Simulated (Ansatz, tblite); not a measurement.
**Ga4Sb4 wurtzite atom sphere (Ga4Sb4H14): rung by rung**

One table from this session's results is given with a row withheld; the runs are named, their logs left out.

Program: Ansatz 0.2.0, Gaussian basis. Level of theory: as each input shows. These are calculated values, not measurements.

Levels to be run: GFN1-xTB, PBE-D4/def2-TZVP, r2SCAN-D4/def2-TZVP, ωB97M-V/def2-TZVP, r2SCANh-D4/def2-TZVP, LDA/def2-TZVP, PBE-D4/def2-SVP, PBE0-D4/def2-SVP, MP2/def2-TZVP, RPA/def2-TZVP.

3 further runs of the same task are left out: 3 set aside as unsound or not needed.

### The relaxed structure

The geometry is that of the singlet, from an earlier relaxation (PBE-D4/def2-SVP).

22 atoms, charge 0, spin multiplicity 1.

Bond lengths: Ga1–Sb2 2.759 Å, Ga1–Sb4 2.679 Å, Ga1–H9 1.578 Å, Ga1–H10 1.578 Å, Sb2–Ga6 2.679 Å, Sb2–H11 1.717 Å, Sb2–H12 1.717 Å, Ga3–Sb4 2.679 Å, Ga3–Sb5 2.759 Å, Ga3–H13 1.578 Å, Ga3–H14 1.578 Å, Sb4–Ga7 2.679 Å, Sb4–H15 1.720 Å, Sb5–Ga6 2.678 Å, Sb5–H16 1.717 Å, Sb5–H17 1.717 Å, Ga6–Sb8 2.679 Å, Ga6–H18 1.576 Å and more. Angles: Sb2–Ga1–Sb4 97.0°, Sb2–Ga1–H9 103.1°, Sb2–Ga1–H10 102.7°, Sb4–Ga1–H9 111.7°, Sb4–Ga1–H10 111.6°, H9–Ga1–H10 125.6°, Ga1–Sb2–Ga6 122.9°, Ga1–Sb2–H11 113.3°, Ga1–Sb2–H12 112.9°, Ga6–Sb2–H11 104.1°, Ga6–Sb2–H12 104.1°, H11–Sb2–H12 95.7°, Sb4–Ga3–Sb5 97.0°, Sb4–Ga3–H13 111.7°, Sb4–Ga3–H14 111.6°, Sb5–Ga3–H13 102.9°, Sb5–Ga3–H14 102.9°, H13–Ga3–H14 125.6° and more.

Sb takes a core potential in the def2 sets. No spin-orbit coupling is included.

PBE0-D4/def2-TZVP was run before; its log isn't repeated, and its numbers join the tables.

Set-up of the first run:

Tight binding, by tblite at 300 K electronic temperature and without a spin-polarisation term:

```python
tblite.interface.Calculator('GFN1-xTB', numbers, positions, charge=0, uhf=0).singlepoint()
```

start.molden holds the orbitals of an earlier run on this state, given as this run's starting guess.

in.yaml

```yaml
crystal:
  periodic: [false, false, false]
  atoms:
    - {symbol: Ga, position_ang: [-2.273023, -1.310541, -1.548811]}
    - {symbol: Sb, position_ang: [-2.049473, -1.188052, 1.198120]}
    - {symbol: Ga, position_ang: [2.264444, -1.314890, -1.555105]}
    - {symbol: Sb, position_ang: [-0.003754, -0.005701, -2.117430]}
    - {symbol: Sb, position_ang: [2.053445, -1.186410, 1.192470]}
    - {symbol: Ga, position_ang: [0.003409, 0.003624, 2.439399]}
    - {symbol: Ga, position_ang: [-0.000978, 2.614617, -1.561828]}
    - {symbol: Sb, position_ang: [-0.001371, 2.370967, 1.186139]}
    - {symbol: H, position_ang: [-2.148476, -2.854677, -1.849266]}
    - {symbol: H, position_ang: [-3.543985, -0.419158, -1.833440]}
    - {symbol: H, position_ang: [-2.165356, -2.722946, 1.958119]}
    - {symbol: H, position_ang: [-3.439107, -0.520236, 1.953078]}
    - {symbol: H, position_ang: [2.132947, -2.860357, -1.845979]}
    - {symbol: H, position_ang: [3.536472, -0.429573, -1.852917]}
    - {symbol: H, position_ang: [-0.005534, -0.010892, -3.837436]}
    - {symbol: H, position_ang: [2.164012, -2.724056, 1.947891]}
    - {symbol: H, position_ang: [3.446644, -0.526186, 1.947561]}
    - {symbol: H, position_ang: [0.005166, 0.009075, 4.015572]}
    - {symbol: H, position_ang: [-1.403875, 3.274183, -1.857406]}
    - {symbol: H, position_ang: [1.403175, 3.271765, -1.856957]}
    - {symbol: H, position_ang: [-1.275784, 3.239952, 1.939594]}
    - {symbol: H, position_ang: [1.268601, 3.245894, 1.940328]}
basis:
  gaussian: {orbitals: def2-TZVP, fitting: {mean_field: def2-universal-jkfit}, initial_orbitals: start.molden}
hamiltonian: {xc: pbe, dispersion: d4}
scf: {omitted_lower_state_checks: [starts]}
output: {orbitals: {seedname: orbitals}}
```

Launch:

```console
$ ansatz run in.yaml --threads 2 --pin off --events-out ev --progress --plain --max-ram 20480MiB --backend cuda --devices 0, --max-vram 18GiB
```

Among the steps run: PBE-D4/def2-TZVP; r2SCAN-D4/def2-TZVP; ωB97M-V/def2-TZVP; r2SCANh-D4/def2-TZVP; LDA/def2-TZVP; PBE-D4/def2-SVP; PBE0-D4/def2-SVP; MP2/def2-TZVP; RPA/def2-TZVP.

One of the session's tables, all rows but one given; the rest of the session is left out.

It belongs to the step «Binding energy». 

| level | binding an atom (eV) |
| --- | --- |
| HF/def2-TZVP | 1.527 |
| LDA/def2-TZVP | 2.670 |
| PBE-D4/def2-SVP | 2.296 |
| PBE-D4/def2-TZVP | 2.304 |
| r2SCAN-D4/def2-TZVP | 2.314 |
| r2SCANh-D4/def2-TZVP | 2.306 |
| PBE0-D4/def2-SVP | 2.285 |
| PBE0-D4/def2-TZVP | 2.294 |
| ωB97M-V/def2-TZVP | ? |
| MP2/def2-TZVP | 2.162 |

**Question.** Estimate the row for ωB97M-V/def2-TZVP.

The run gave: binding an atom (eV): 2.287. In the column «binding an atom (eV)» it lies between PBE0-D4/def2-SVP (2.285) and PBE0-D4/def2-TZVP (2.294).

To keep in mind: Free atoms were run apart at each level; binding is atoms less cluster, divided by the number of atoms, without zero-point or spin-orbit terms.
